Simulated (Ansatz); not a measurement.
Born–Oppenheimer molecular dynamics of a periodic cell of 24 atoms, CsCdBO$_{3}$ (host CsCdBO3, host structure P2_13). It goes on from the last frame of an earlier run, with new velocities.

Computed with DFT r2SCAN, scalar-relativistic, plane waves, PAW in Ansatz. Settings: accuracy low, cutoff 500 eV, k mesh 2x2x2, fermi-dirac smearing 0.05 eV, no spin polarisation.

* ensemble: NVT, Nosé–Hoover chain
* time step: 1 fs
* steps asked: 130
* set temperature: 1170 K
* thermostat: time constant 200 fs, chain length 3
* seed: 667987

Frames 5 fs apart, positions in Å, forces in eV/Å.

Velocities at 70 fs (Å/ps):

```
Cs 0.39 1.49 0.05
Cs -3.16 2.40 0.58
Cs -0.59 -0.37 0.19
Cs -1.72 2.20 -5.41
Cd 2.21 -1.24 1.96
Cd 4.94 0.76 2.72
Cd 1.14 -2.07 -1.22
Cd -1.58 1.10 2.04
B 2.35 -11.93 -8.89
B 9.32 4.98 -7.19
B 2.54 -10.51 5.66
B -15.63 -12.96 -3.53
O 0.10 -4.01 -0.47
O 2.49 -8.12 3.93
O -7.31 2.43 3.56
O 4.62 -5.79 -3.12
O -2.47 -8.74 -1.59
O -1.05 5.99 -3.76
O -2.68 -9.52 4.70
O -5.20 1.13 0.93
O -4.23 -0.06 7.20
O 1.76 -2.94 -5.04
O 5.64 5.06 4.62
O 4.32 7.80 -2.02
```

```xyz
24
Lattice="7.7182 0.0000 0.0000 0.0000 7.7182 0.0000 0.0000 0.0000 7.7182" Properties=species:S:1:pos:R:3:forces:R:3 time_fs=70 energy_less_start_eV=1.601 T=646
Cs 5.248 0.938 2.771 0.09 0.09 -0.05
Cs 0.936 2.705 5.192 0.07 0.62 0.07
Cs 2.521 4.888 1.288 0.09 -0.14 -0.23
Cs 6.383 7.091 6.220 1.14 -1.27 0.32
Cd 5.031 2.496 6.536 -0.53 1.39 -0.31
Cd 1.315 1.079 1.381 -1.83 -0.78 0.86
Cd 6.558 4.875 2.730 0.55 0.45 -0.01
Cd 2.841 6.544 5.117 -1.13 -0.99 -0.04
B 4.628 4.612 4.681 0.23 -4.98 3.24
B 2.932 0.668 7.042 -0.57 -1.48 -1.20
B 0.739 6.857 3.326 -0.68 1.65 -2.02
B 6.892 2.923 0.744 -1.89 0.49 0.01
O 3.944 0.561 5.946 -1.68 1.26 2.05
O 1.271 0.383 3.642 1.03 -0.10 -0.25
O 4.645 5.559 3.800 -1.23 3.58 -1.91
O -0.030 3.247 1.885 -0.12 -2.01 -2.02
O 5.769 3.732 4.579 -1.17 -0.24 0.67
O 0.789 5.775 4.061 0.91 -1.64 2.18
O 3.602 4.293 5.699 1.92 1.46 -2.24
O 5.961 3.917 0.285 1.34 -1.30 0.97
O 2.724 1.875 0.013 1.01 -1.57 -0.64
O 7.815 6.776 2.095 -0.70 0.23 -0.42
O 2.104 7.198 7.230 1.82 2.92 -0.27
O 6.723 1.596 7.861 1.31 2.36 1.28
24
Lattice="7.7182 0.0000 0.0000 0.0000 7.7182 0.0000 0.0000 0.0000 7.7182" Properties=species:S:1:pos:R:3:forces:R:3 time_fs=75 energy_less_start_eV=1.067 T=827
Cs 5.250 0.945 2.771 0.04 -0.02 -0.04
Cs 0.920 2.718 5.195 0.16 0.52 0.06
Cs 2.518 4.886 1.289 0.08 -0.16 -0.26
Cs 6.376 7.101 6.193 1.18 -1.28 0.34
Cd 5.042 2.491 6.545 -0.92 1.35 -0.32
Cd 1.338 1.082 1.396 -1.87 -0.78 0.97
Cd 6.564 4.865 2.724 0.57 0.32 -0.23
Cd 2.832 6.549 5.127 -0.99 -1.27 -0.23
B 4.638 4.508 4.670 -1.12 -0.74 1.72
B 2.969 0.677 6.999 -1.51 -0.98 0.62
B 0.743 6.833 3.323 -0.81 2.66 -2.97
B 6.801 2.871 0.731 0.63 2.63 1.23
O 3.933 0.552 5.958 -0.76 1.67 1.26
O 1.291 0.342 3.660 1.00 0.25 -0.37
O 4.601 5.593 3.807 -0.50 0.36 0.16
O -0.010 3.203 1.854 -1.06 -1.67 -1.79
O 5.749 3.686 4.575 -0.55 -0.54 0.18
O 0.791 5.785 4.063 0.66 -3.00 2.79
O 3.604 4.255 5.705 2.07 0.96 -2.39
O 5.944 3.913 0.297 0.66 -1.17 0.94
O 2.712 1.863 0.042 1.70 -1.28 -1.39
O 7.819 6.763 2.068 -0.47 0.25 0.19
O 2.146 7.244 7.250 1.39 1.98 -0.62
O 6.753 1.648 7.858 0.41 -0.05 0.15
24
Lattice="7.7182 0.0000 0.0000 0.0000 7.7182 0.0000 0.0000 0.0000 7.7182" Properties=species:S:1:pos:R:3:forces:R:3 time_fs=80 energy_less_start_eV=0.833 T=909
Cs 5.253 0.953 2.772 -0.05 -0.12 -0.05
Cs 0.905 2.731 5.198 0.22 0.46 0.09
Cs 2.516 4.884 1.289 0.10 -0.18 -0.23
Cs 6.370 7.108 6.167 1.11 -1.20 0.33
Cd 5.050 2.489 6.554 -1.09 0.89 -0.17
Cd 1.357 1.083 1.412 -1.76 -0.42 0.70
Cd 6.571 4.856 2.717 0.48 0.16 -0.02
Cd 2.821 6.550 5.137 -0.85 -1.35 -0.58
B 4.624 4.385 4.699 -1.75 3.09 -0.05
B 2.974 0.666 6.968 -1.14 0.95 2.04
B 0.730 6.858 3.263 -0.09 -0.88 0.46
B 6.724 2.874 0.744 2.90 2.29 1.63
O 3.912 0.567 5.988 0.74 1.55 -0.48
O 1.326 0.305 3.671 0.75 0.68 -0.79
O 4.549 5.634 3.814 0.31 -1.80 1.02
O -0.005 3.135 1.797 -1.24 -0.58 -0.48
O 5.721 3.632 4.574 0.54 -1.15 -0.29
O 0.802 5.757 4.102 0.05 -0.01 0.02
O 3.636 4.232 5.676 1.07 0.15 -1.23
O 5.936 3.892 0.324 -0.75 0.34 0.67
O 2.725 1.833 0.051 1.78 -0.28 -1.26
O 7.816 6.753 2.044 -0.50 0.30 0.07
O 2.207 7.318 7.262 -0.48 -0.91 -0.35
O 6.788 1.700 7.858 -0.34 -1.99 -1.04
24
Lattice="7.7182 0.0000 0.0000 0.0000 7.7182 0.0000 0.0000 0.0000 7.7182" Properties=species:S:1:pos:R:3:forces:R:3 time_fs=85 energy_less_start_eV=1.456 T=704
Cs 5.255 0.960 2.772 -0.12 -0.14 -0.08
Cs 0.890 2.746 5.202 0.23 0.36 0.13
Cs 2.513 4.881 1.289 0.16 -0.18 -0.21
Cs 6.367 7.114 6.141 0.97 -1.07 0.34
Cd 5.056 2.489 6.562 -0.85 0.40 -0.02
Cd 1.372 1.084 1.431 -1.57 -0.13 0.28
Cd 6.580 4.847 2.711 0.24 0.06 0.35
Cd 2.808 6.549 5.146 -0.65 -1.00 -0.64
B 4.580 4.324 4.724 1.70 3.54 -2.93
B 2.958 0.678 6.978 1.24 2.76 0.93
B 0.716 6.869 3.210 0.84 -1.90 2.67
B 6.708 2.920 0.788 3.21 -1.32 -0.53
O 3.901 0.606 6.011 1.25 1.16 -1.43
O 1.372 0.278 3.671 0.19 0.42 -1.35
O 4.501 5.650 3.836 0.72 -2.14 0.77
O -0.018 3.058 1.734 0.03 0.87 1.79
O 5.699 3.562 4.568 0.12 -0.42 -0.65
O 0.813 5.725 4.144 -0.42 1.30 -1.57
O 3.681 4.211 5.631 -2.16 -0.44 1.98
O 5.917 3.877 0.360 -1.77 1.93 0.58
O 2.765 1.799 0.043 1.15 1.55 0.06
O 7.805 6.749 2.020 -0.54 0.19 0.00
O 2.259 7.376 7.269 -3.02 -4.62 0.49
O 6.819 1.726 7.843 -0.95 -1.18 -0.99
24
Lattice="7.7182 0.0000 0.0000 0.0000 7.7182 0.0000 0.0000 0.0000 7.7182" Properties=species:S:1:pos:R:3:forces:R:3 time_fs=90 energy_less_start_eV=1.427 T=717
Cs 5.256 0.967 2.771 -0.16 -0.12 -0.12
Cs 0.875 2.761 5.205 0.27 0.26 0.14
Cs 2.511 4.879 1.288 0.24 -0.14 -0.26
Cs 6.365 7.117 6.116 0.86 -0.96 0.43
Cd 5.061 2.490 6.571 -0.60 0.55 0.00
Cd 1.383 1.084 1.449 -1.36 -0.24 -0.08
Cd 6.589 4.838 2.705 0.04 0.02 0.34
Cd 2.793 6.546 5.153 -0.44 -0.60 -0.20
B 4.567 4.340 4.689 2.31 2.43 -2.61
B 2.964 0.738 7.008 1.17 -1.45 -0.98
B 0.719 6.840 3.212 0.85 -1.36 2.04
B 6.755 2.944 0.818 -0.57 -1.98 -4.01
O 3.907 0.661 6.015 0.68 0.59 -1.30
O 1.421 0.256 3.651 -0.24 -0.10 -1.52
O 4.463 5.634 3.869 1.10 -2.08 0.37
O -0.028 2.994 1.698 2.72 1.73 4.51
O 5.679 3.486 4.553 -0.36 0.79 -1.09
O 0.819 5.712 4.163 -0.66 1.41 -1.97
O 3.697 4.184 5.612 -2.54 -0.40 2.38
O 5.874 3.888 0.406 -0.47 0.96 1.32
O 2.821 1.790 0.036 0.21 3.90 2.25
O 7.787 6.747 1.998 -0.06 -0.01 1.18
O 2.271 7.373 7.282 -1.93 -2.84 0.08
O 6.837 1.734 7.814 -1.06 -0.36 -0.89
24
Lattice="7.7182 0.0000 0.0000 0.0000 7.7182 0.0000 0.0000 0.0000 7.7182" Properties=species:S:1:pos:R:3:forces:R:3 time_fs=95 energy_less_start_eV=0.672 T=973
Cs 5.258 0.974 2.771 -0.16 -0.04 -0.18
Cs 0.861 2.776 5.209 0.40 0.17 0.09
Cs 2.509 4.875 1.287 0.29 -0.17 -0.34
Cs 6.365 7.119 6.092 0.79 -0.91 0.50
Cd 5.064 2.492 6.579 -0.76 1.26 -0.21
Cd 1.392 1.083 1.468 -1.09 -0.33 -0.21
Cd 6.598 4.829 2.699 0.11 -0.19 -0.12
Cd 2.778 6.541 5.159 -0.31 -0.52 0.25
B 4.599 4.405 4.604 -0.66 -1.23 2.19
B 2.994 0.772 7.020 -0.08 -3.01 -0.57
B 0.740 6.784 3.256 0.25 0.35 -0.32
B 6.796 2.927 0.769 -1.02 -0.58 -1.93
O 3.923 0.726 5.999 -0.15 -0.29 -0.84
O 1.468 0.233 3.609 -0.27 -0.55 -1.04
O 4.443 5.588 3.907 1.37 -0.30 -0.98
O -0.002 2.954 1.725 1.34 1.47 2.62
O 5.655 3.422 4.521 -0.42 1.96 -1.46
O 0.815 5.719 4.154 -0.60 0.45 -1.08
O 3.679 4.153 5.625 0.21 0.53 -0.53
O 5.825 3.913 0.472 1.25 -0.59 1.41
O 2.881 1.834 0.061 -0.21 2.31 1.99
O 7.768 6.744 1.994 0.38 -0.33 2.33
O 2.255 7.328 7.295 0.08 0.49 -0.60
O 6.838 1.736 7.771 -0.75 0.04 -0.97
24
Lattice="7.7182 0.0000 0.0000 0.0000 7.7182 0.0000 0.0000 0.0000 7.7182" Properties=species:S:1:pos:R:3:forces:R:3 time_fs=100 energy_less_start_eV=1.084 T=843
Cs 5.259 0.981 2.770 -0.16 0.03 -0.23
Cs 0.847 2.792 5.213 0.52 0.11 -0.03
Cs 2.508 4.872 1.286 0.32 -0.26 -0.32
Cs 6.366 7.119 6.069 0.73 -0.91 0.49
Cd 5.065 2.497 6.587 -1.16 1.89 -0.43
Cd 1.399 1.082 1.486 -0.78 -0.12 -0.25
Cd 6.608 4.820 2.694 0.14 -0.42 -0.46
Cd 2.761 6.536 5.167 -0.14 -0.61 0.23
B 4.622 4.441 4.564 -1.32 -5.25 4.72
B 3.025 0.748 7.022 -0.56 -0.21 1.02
B 0.766 6.736 3.292 -0.33 2.75 -2.90
B 6.818 2.898 0.681 0.01 1.20 2.61
O 3.937 0.786 5.971 -1.06 -1.22 -0.13
O 1.510 0.202 3.551 0.04 -0.68 -0.21
O 4.441 5.542 3.929 0.98 3.08 -2.79
O 0.043 2.935 1.789 -0.96 0.75 -0.89
O 5.623 3.386 4.468 -0.24 2.36 -1.22
O 0.803 5.731 4.131 -0.28 -1.67 1.10
O 3.661 4.128 5.634 0.99 0.99 -1.16
O 5.793 3.929 0.558 2.24 -1.65 0.62
O 2.939 1.910 0.113 -0.29 -1.68 -0.06
O 7.754 6.737 2.023 0.36 -0.51 2.26
O 2.239 7.288 7.301 1.15 2.02 -0.93
O 6.829 1.738 7.713 -0.22 -0.01 -1.04
24
Lattice="7.7182 0.0000 0.0000 0.0000 7.7182 0.0000 0.0000 0.0000 7.7182" Properties=species:S:1:pos:R:3:forces:R:3 time_fs=105 energy_less_start_eV=0.911 T=904
Cs 5.260 0.987 2.769 -0.21 -0.01 -0.25
Cs 0.835 2.808 5.216 0.57 0.09 -0.14
Cs 2.507 4.868 1.283 0.37 -0.29 -0.19
Cs 6.369 7.118 6.046 0.64 -0.94 0.38
Cd 5.064 2.506 6.594 -1.40 1.90 -0.42
Cd 1.404 1.081 1.504 -0.53 0.21 -0.41
Cd 6.618 4.810 2.687 -0.13 -0.32 -0.19
Cd 2.745 6.528 5.174 0.12 -0.73 -0.26
B 4.614 4.377 4.617 -1.62 -1.43 1.41
B 3.044 0.716 7.043 -0.20 1.46 0.66
B 0.785 6.743 3.271 -0.60 1.37 -1.84
B 6.837 2.892 0.645 -0.07 1.09 3.92
O 3.935 0.829 5.941 -1.73 -1.72 0.77
O 1.554 0.161 3.490 0.59 -0.06 0.41
O 4.456 5.532 3.914 0.97 0.81 -0.84
O 0.076 2.928 1.842 -1.45 0.13 -2.30
O 5.589 3.384 4.396 0.25 1.40 -0.35
O 0.786 5.721 4.122 0.05 -1.15 1.18
O 3.657 4.118 5.626 0.77 0.60 -0.32
O 5.795 3.921 0.653 2.45 -1.94 -0.24
O 2.992 1.965 0.166 -0.46 -3.40 -0.79
O 7.745 6.723 2.085 -0.14 -0.22 0.77
O 2.240 7.277 7.293 1.42 2.31 -0.74
O 6.817 1.741 7.640 0.35 0.85 -0.20
24
Lattice="7.7182 0.0000 0.0000 0.0000 7.7182 0.0000 0.0000 0.0000 7.7182" Properties=species:S:1:pos:R:3:forces:R:3 time_fs=110 energy_less_start_eV=0.935 T=903
Cs 5.261 0.994 2.768 -0.30 -0.12 -0.23
Cs 0.823 2.825 5.220 0.54 0.08 -0.18
Cs 2.507 4.863 1.281 0.42 -0.25 -0.05
Cs 6.373 7.114 6.024 0.52 -0.91 0.25
Cd 5.060 2.519 6.600 -1.34 1.39 -0.26
Cd 1.407 1.080 1.521 -0.34 0.51 -0.72
Cd 6.627 4.799 2.680 -0.51 -0.02 0.52
Cd 2.728 6.520 5.181 0.33 -0.69 -0.75
B 4.576 4.280 4.700 0.47 2.70 -3.58
B 3.059 0.714 7.078 0.22 2.03 -0.31
B 0.794 6.777 3.214 0.14 -1.63 2.12
B 6.855 2.907 0.692 0.04 -0.62 2.59
O 3.908 0.846 5.922 -1.60 -1.49 1.23
O 1.607 0.120 3.434 1.08 0.75 0.64
O 4.484 5.536 3.886 0.39 -0.83 0.95
O 0.088 2.924 1.863 -1.20 -0.32 -2.46
O 5.558 3.403 4.320 0.68 -0.07 0.52
O 0.770 5.696 4.128 0.43 0.65 0.06
O 3.663 4.116 5.616 -1.20 -0.31 2.18
O 5.832 3.886 0.746 1.68 -1.33 -0.74
O 3.039 1.970 0.209 -0.56 -3.54 -0.79
O 7.732 6.705 2.157 -1.63 0.21 -2.15
O 2.261 7.300 7.274 0.95 1.73 -0.12
O 6.809 1.757 7.564 0.81 2.07 1.27
```

Of the whole run (130 fs, mean temperature of the second half 845 K): The conserved energy stayed within 0.28 meV per atom of its start (net change 0.24 meV per atom), so the integration is sound. The mean temperature of the second half is 28 % below the set value. A run of 0.13 ps of so small a system gives no equilibrium averages. Limits of this set-up: low accuracy level.

Time of the run: 23 min on 4 threads of AMD EPYC 7R13 Processor (Zen 3), with other jobs on the host, peak memory 2.7 GiB.
